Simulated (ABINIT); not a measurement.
Crystal: PtSe.

```
CELL_PARAMETERS angstrom
3.70187 0.00000 0.00000
-1.85094 3.20591 0.00000
0.00000 0.00000 3.61284
ATOMIC_POSITIONS crystal
Pt 0.00000 0.00000 0.00000
Se 0.66667 0.33333 0.50000
```

The cell comes from a database or a generator and needn't be the stable form of this composition.

- Program: ABINIT 10.8.3 (patched build)
- Task: single point
- Functional: PBE
- Potentials or basis: JTH PAW PBE v2.0
- Cutoff: 435 eV
- k mesh: 8 × 8 × 7
- Occupations: fermi-dirac, width 0.05 eV
- Spin: no spin polarisation

On this cell: pressure -11.4 GPa; largest force under 0.003 eV/Å; band gap on the k mesh none (metal or under the smearing width).

The same run follows on a disturbed copy (atoms moved at random, drawn with an rms of 0.05 Å):

```
CELL_PARAMETERS angstrom
3.70187 0.00000 0.00000
-1.85094 3.20591 0.00000
0.00000 0.00000 3.61284
ATOMIC_POSITIONS crystal
Pt 0.00909 0.00352 0.98536
Se 0.65028 0.32912 0.50583
```

Question: What does the disturbed cell give?

Answer: The energy (extrapolated to zero smearing) moves by -8.1 meV/atom; pressure -11.1 GPa; largest force 0.248 eV/Å; band gap on the k mesh none (metal or under the smearing width).

Forces on the atoms (eV/Å):
```
Pt   0.188  0.076 -0.143
Se  -0.188 -0.076  0.143
```

Stress tensor (GPa, compression positive):
```
 -9.77  -1.01  -0.31
 -1.01  -9.27  -0.14
 -0.31  -0.14 -14.32
```

The energy falls, though the first cell shows no forces: that form is unstable against this distortion, unless noise or another electronic state is at work.
